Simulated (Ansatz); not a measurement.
Consider a scan of ordered alloys across composition of Sr-Ba mixtures (Ansatz's Python interface).

`run_alloy.py`
```python
"""Mixing of Sr and Ba on the fcc lattice, after relaxing atoms and volume at fixed cell shape."""

from collections import Counter
import warnings

import ansatz as az
import numpy as np
from tabulate import tabulate


def fcc(a_site, a):
    return (
        az.Lattice.fcc(a)
        .space_group(225)
        .atom(a_site, (0, 0, 0))
        .primitive()
    )

A_FIRST, A_LAST = 6.08, 6.32


def ground_state(name, crystal):
    calc = (
        crystal.calculation()
        .functional("PBEsol")
        .accuracy("medium")
        .scf(max_iterations=60)
        .basis(520)
        .kpoints(spacing=0.3)
        .occupations("fermi_dirac", width=0.05)
        .band_table()
    )
    calc = calc.relax(force_tolerance=0.03, fix_cell=["shape"])
    return calc.run()


def volume_per_atom(outcome):
    return abs(np.linalg.det(outcome.lattice.cell_ang)) / len(outcome.lattice.sites)


def counts(outcome):
    return Counter(site.symbol for site in outcome.lattice.sites)


def main() -> None:
    warnings.simplefilter("ignore", az.DeckWarning)

    # swap the mixed sites of the conventional cell one by one
    phases = {}
    for k in range(4 + 1):
        a = A_FIRST + (A_LAST - A_FIRST) * k / 4
        cell = fcc("Sr", a).conventional().resolved()
        sites = [site.position for site in cell.sites if site.symbol == "Sr"]
        for position in sites[:k]:
            cell = cell.substitution("Ba", at=position, replaces="Sr")
        phases[f"Sr{4 - k}Ba{k}"] = cell.resolved()

    done = {name: ground_state(name, crystal) for name, crystal in phases.items()}

    # mixing quantities against the straight line between the end members, both on this lattice
    x = {name: counts(o)["Ba"] / (counts(o)["Sr"] + counts(o)["Ba"]) for name, o in done.items()}
    first, last = min(x, key=x.get), max(x, key=x.get)
    energy = {name: o.report["energy_sigma0_ev"] / len(o.lattice.sites) for name, o in done.items()}
    volume = {name: volume_per_atom(o) for name, o in done.items()}
    rows = []
    for name in sorted(done, key=x.get):
        line = lambda table: (1 - x[name]) * table[first] + x[name] * table[last]
        rows.append((name, x[name], 1000 * (energy[name] - line(energy)), volume[name], 100 * (volume[name] / line(volume) - 1)))
    print(tabulate(rows, headers=["cell", "x(Ba)", "E_mix (meV/atom)", "V (A^3/atom)", "excess V (%)"], floatfmt=".4f", tablefmt="psql"))


if __name__ == "__main__":
    main()
```

Do these ordered cells favour mixing or separation, and does the volume follow a straight line between the end members?

Mixing energies: +13 meV an atom at x(Sr) = 0.25 (volume +2.7 % off the straight line), +10 meV an atom at x(Sr) = 0.50 (volume +2.1 % off the straight line) and +2 meV an atom at x(Sr) = 0.75 (volume +0.9 % off the straight line). Values this small can change sign on a finer mesh.

What the script printed:

Running `python run_alloy.py` prints:
```text
+--------+---------+--------------------+----------------+----------------+
| cell   |   x(Ba) |   E_mix (meV/atom) |   V (A^3/atom) |   excess V (%) |
|--------+---------+--------------------+----------------+----------------|
| Sr4Ba0 |  0.0000 |             0.0000 |        52.0767 |         0.0000 |
| Sr3Ba1 |  0.2500 |             2.2160 |        53.9795 |         0.9343 |
| Sr2Ba2 |  0.5000 |            10.2521 |        56.0139 |         2.0605 |
| Sr1Ba3 |  0.7500 |            13.0140 |        57.8258 |         2.7352 |
| Sr0Ba4 |  1.0000 |             0.0000 |        57.6894 |         0.0000 |
+--------+---------+--------------------+----------------+----------------+
```

What to keep in mind:
- These settings explore the input space; cutoff and mesh may be short of convergence.
- For the metals among these phases the mesh is modest: differences between phases can be off by up to 40 meV an atom.
- Atoms and volume are relaxed with the cell's shape held, which in cells of lower than cubic symmetry can hide stresses and shift volumes.
- These are small ordered cells, with both end members on the same lattice, which need not be their own; they aren't random solutions. Differences under about 40 meV an atom lie within the error of mesh and functional.
- The cells are prototypes set up for this calculation and needn't exist.
- The whole script took 98 s on 1 thread of Arm Neoverse V2, on a shared host, peak memory 0.62 GiB.

(Lines on the test bed's own set-up are left out of the output.)
